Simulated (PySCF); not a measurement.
# C3H8BClO3: electronic excitations

Wanted: the electronic excitations of C3H8BClO3 (`COCCOB(O)Cl`), by calculation.

The runs use PySCF 2.14.0, with density-fitted response routines of our own; the level of theory stands in each step. All values are computed, except where a source is named. Atoms count from 0, in the outputs and in this text.

### 1 The molecule as given

16 atoms, charge 0, multiplicity 1; geometry from: GFN2-xTB.

Bonds of the start (Å): C0–O1 1.41, O1–C2 1.41, C2–C3 1.53, C3–O4 1.42, O4–B5 1.34, B5–O6 1.34, B5–Cl7 1.74, C0–H8 1.10, C0–H9 1.10, C0–H10 1.09, C2–H11 1.10, C2–H12 1.10, C3–H13 1.09, C3–H14 1.09, O6–H15 0.96.

### 2 TDDFT and polarisability: PBE0/def2-SVPD

The job: settings as JSON, then the geometry in Å.

```
{"job": {"kind": "uv", "xc": "PBE0", "basis": "def2-SVPD", "nstates": 8, "ntriplets": 3}, "charge": 0, "multiplicity": 1}
C     -2.895107     0.164806     0.110617
O     -1.715691    -0.132389    -0.595371
C     -0.552952     0.226562     0.107923
C      0.655286    -0.212821    -0.719703
O      1.864134     0.243785    -0.141836
B      2.512489    -0.340615     0.881075
O      3.647536     0.192052     1.359692
Cl     1.951927    -1.808935     1.638707
H     -2.981660     1.241071     0.305415
H     -2.931748    -0.371334     1.066576
H     -3.720714    -0.158404    -0.519383
H     -0.516038     1.316639     0.266763
H     -0.524484    -0.267459     1.091518
H      0.655173    -1.303719    -0.803060
H      0.595596     0.229339    -1.717056
H      3.948653     0.990365     0.924196
```

With the program's defaults for keys left out, this is: TDDFT PBE0/def2-SVPD, vertical, gas phase, core orbitals frozen in the response.

The run is started by

```sh
$ OMP_NUM_THREADS=1 python probes_run.py task.json out
```

One launch serves the whole session: the jobs run in the order shown.

Predict these results of the whole session: lowest singlet (PBE0/def2-SVPD); brightest single state of those computed; lowest triplet.

**Answer**, as computed:

```
                                quantity                        value
         lowest singlet (PBE0/def2-SVPD)  7.00 eV (177 nm), f = 0.013
brightest single state of those computed  state 6, 8.11 eV, f = 0.028
                          lowest triplet                      6.89 eV
```

The lowest singlet, at 7.00 eV, is HOMO→LUMO 0.79, HOMO→LUMO+1 0.18 and is weak; of the 8 states computed, the strongest absorption comes from states 6 to 7 together at 8.11 eV. The lowest triplet lies 0.11 eV below the lowest singlet (triplets in Tamm-Dancoff, singlets in full TDDFT). States above −ε(HOMO) lie where TDDFT describes them poorly and they hang on the basis; the brightest is among them.
